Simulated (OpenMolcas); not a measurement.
**Ni³⁺ among point charges: CASSCF and CASPT2 levels and susceptibility**

How does a field of 5 point charges split the states of Ni³⁺, and what χT follows?

The numbers are computed with OpenMolcas 26.06 (state-averaged CASSCF and CASPT2, spin-orbit coupling by RASSI with atomic mean-field integrals), except any that are marked as measured or tabulated.

**1. The atom as given**

| Item | Value |
| --- | --- |
| Species | Ni³⁺ (nickel, Z = 28, 25 electrons) |
| Basis | ANO-RCC-VDZP [5s4p2d1f], 34 functions |
| Scalar Hamiltonian | DKH2, point nucleus |
| Inactive shells | 1s 2s 2p 3s 3p |
| Active space | 7 electrons in 5 orbitals (3d) |
| Some configurations of this space | 3d⁷ |
| Orbitals | optimised for each spin and parity, averaged over all roots |

Outer shells as boxes (Hund's rule):

3d7
```
3d [↑↓][↑↓][↑ ][↑ ][↑ ]
```

The ion sits among 5 point charges of -1 e arranged as a trigonal bipyramid (D3h), 1.99 Å from the ion, with the axial distance 2.070 Å.

The work runs as a chain of OpenMolcas steps in one folder; each step below is one input file. Labels, J, g values, rates, χT and fits are worked out afterwards by a script from the matrices that RASSI stores.

**2. One- and two-electron integrals**

The input, a.inp:

```
&GATEWAY
Coord
1

Ni 0.0 0.0 0.0
Basis=ANO-RCC-VDZP
Group=NoSym
NoMove
AngMom=0.0 0.0 0.0
AMFI
XField
5 Angstrom 0
1.990000 0.000000 0.000000 -1.000000
-0.995000 1.723391 0.000000 -1.000000
-0.995000 -1.723391 0.000000 -1.000000
0.000000 0.000000 2.069600 -1.000000
0.000000 0.000000 -2.069600 -1.000000
&SEWARD
```

**3. CASSCF: quartets, 10 roots**

The input, a.inp:

```
&RASSCF
FileOrb=start.orb
Symmetry=1
Spin=4
nActEl=7 0 0
Inactive=9
Ras2=5
CIRoot=10 10 1
SDav=10
CIMx=300
Iter=120 100
PrWF=0.3
OrbListing=Nothing
MaxOrb=0
>>> COPY $Project.JobIph JOB001
```

start.orb holds the contracted functions of the basis, ordered by shell, or the orbitals of the step before.

**4. Reference wave functions, doublets, 40 roots**

The input, a.inp:

```
&RASSCF
FileOrb=start.orb
Symmetry=1
Spin=2
nActEl=7 0 0
Inactive=9
Ras2=5
CIRoot=40 40 1
SDav=40
CIMx=300
Iter=120 100
PrWF=0.3
OrbListing=Nothing
MaxOrb=0
>>> COPY $Project.JobIph JOB002
```

**5. RASSI: spin-orbit coupling between the states**

The input, a.inp:

```
&RASSI
NrOfJobIphs=2 10 40
1 2 3 4 5 6 7 8 9 10
1 2 3 4 5 6 7 8 9 10 11 12 13 14 15 16 17 18 19 20 21 22 23 24 25 26 27
28 29 30 31 32 33 34 35 36 37 38 39 40
IphNames
JOB001
JOB002
EJob
SpinOrbit
DIPRint=1.0
SOCoupling=1000.0
Subsets=2
Property=9
'ANGMOM' 1 'ANGMOM' 2 'ANGMOM' 3 'MLTPL  1' 1 'MLTPL  1' 2 'MLTPL  1' 3
'AMFI' 1 'AMFI' 2 'AMFI' 3
SOProperty=3
'ANGMOM' 1 'ANGMOM' 2 'ANGMOM' 3
```

**6. CASPT2: IPEA 0.25, imaginary shift 0.1 (closed shells correlated: 3s 3p)**

The input, a.inp:

```
>>> COPY JOB001 $Project.JobIph
&CASPT2
Multistate=10 1 2 3 4 5 6 7 8 9 10
NoMult
Frozen=5
IPEA=0.25
Imaginary=0.1
MaxIter=60
WThr=0.0 0.3 0.05
PrWF=0.5
NoMix
>>> COPY JOB002 $Project.JobIph
&CASPT2
Multistate=40 1 2 3 4 5 6 7 8 9 10 11 12 13 14 15 16 17 18 19 20 21 22
23 24 25 26 27 28 29 30 31 32 33 34 35 36 37 38 39 40
NoMult
Frozen=5
IPEA=0.25
Imaginary=0.1
MaxIter=60
WThr=0.0 0.3 0.05
PrWF=0.5
NoMix
```

(Steps that only read results are left out.)

**Question.** What will these runs give? Wanted: spin-free ground state; first state of the same spin within the active space; lowest level; next level.

**Answer**, as computed:

| quantity | value |
| --- | --- |
| method | SS-CASPT2, IPEA 0.25, imaginary shift 0.1 (closed shells correlated: 3s 3p) |
| spin-free ground state | quartet, 2-fold in its orbital part |
| first state of the same spin within the active space | 4A2 at 366 cm⁻¹ |
| lowest level | 2-fold E3/2, g = 0.00, 0.00, 12.00 |
| next level | 580.9 cm⁻¹ |
| χT at 300 K | 5.01 cm³ K/mol |
| effective moment at 300 K | 6.33 μB |

Cost by method:

| method | time of its own steps | time with the reference |
| --- | --- | --- |
| A. CASSCF | 7.5 s | 7.5 s |
| B. SS-CASPT2, IPEA 0.25, imaginary shift 0.1, +3s 3p | 2.5 s | 10 s |

Times are of one thread on a shared host.

What this shows: The spin-free ground state (quartet) comes to 100 % from free-ion F terms and keeps the highest spin of the shell. χT at 300 K is 5.01, against 1.88 cm³ K/mol for the spin alone, so orbital moment adds to it. An active space of the d shell alone favours high spin; real ions in strong fields can be low spin. CASPT2 does not keep the components of a term degenerate, and the means are used. The field of point charges can differ much from that of real complexes. With metal d orbitals alone active, the gaps between spin states are rough; where two lie within a few thousand cm-1, their order is open. Point charges carry no covalency, so the field is a model and not that of real ligands.
